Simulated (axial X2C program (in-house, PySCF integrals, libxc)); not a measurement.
**A two-component session on InSi: EOM-EA-CCSD levels**

Wanted for InSi: EOM-EA-CCSD levels, at the two-component level.

Program: an in-house X2C program for linear molecules on PySCF integrals. Level of theory: two-component X2C with atomic mean-field terms, In dyall-acv3z, Si dyall-av3z. These are calculated values, not measurements.

### 1 Set-up

The input, task.json:

```json
{
 "zs": [
  49,
  14
 ],
 "q": 0,
 "bas": [
  "dyall-acv3z",
  "dyall-av3z"
 ],
 "r0": 2.58,
 "eom": "ea",
 "thr": -2.0,
 "nmax": 92,
 "grid": [
  1,
  0.96,
  1.045,
  0.92,
  1.09,
  1.15
 ]
}
```

Keys: zs atomic numbers; q charge; bas basis sets; r0 starting distance in Å; eom kind of EOM run; thr threshold in hartree for freezing inner shells (an s shell follows its p shell); nmax most natural virtual spinors; grid distances as factors.

Command:

```bash
$ python soeom.py task.json out
```

The runs that follow: EOM-EA-CCSD at 2.615 Å.

What does the calculation give? Wanted: next root led by one particle; T1 of the reference; lowest state, Re and ωe.

As calculated:

| quantity | value |
| --- | --- |
| lowest root at 2.615 Å | Ω = 1/2, 6.723 eV |
| next root led by one particle | Ω = 3/2, about 180 cm⁻¹ higher |
| T1 of the reference | 0.030 |
| lowest state, Re and ωe | 2.642 Å, 227.3 cm⁻¹ |

What this shows: The added electron is bound by 6.72 eV in a spinor of 28% Si pπ, 27% Si pσ, 22% In pσ. Errors of 0.1 to 0.3 eV are usual at this size, and roots led by higher excitations are left out, so the list is incomplete, and low states of that kind can be missing. T1 or the largest double amplitude of the reference is raised, which lowers the reliability.
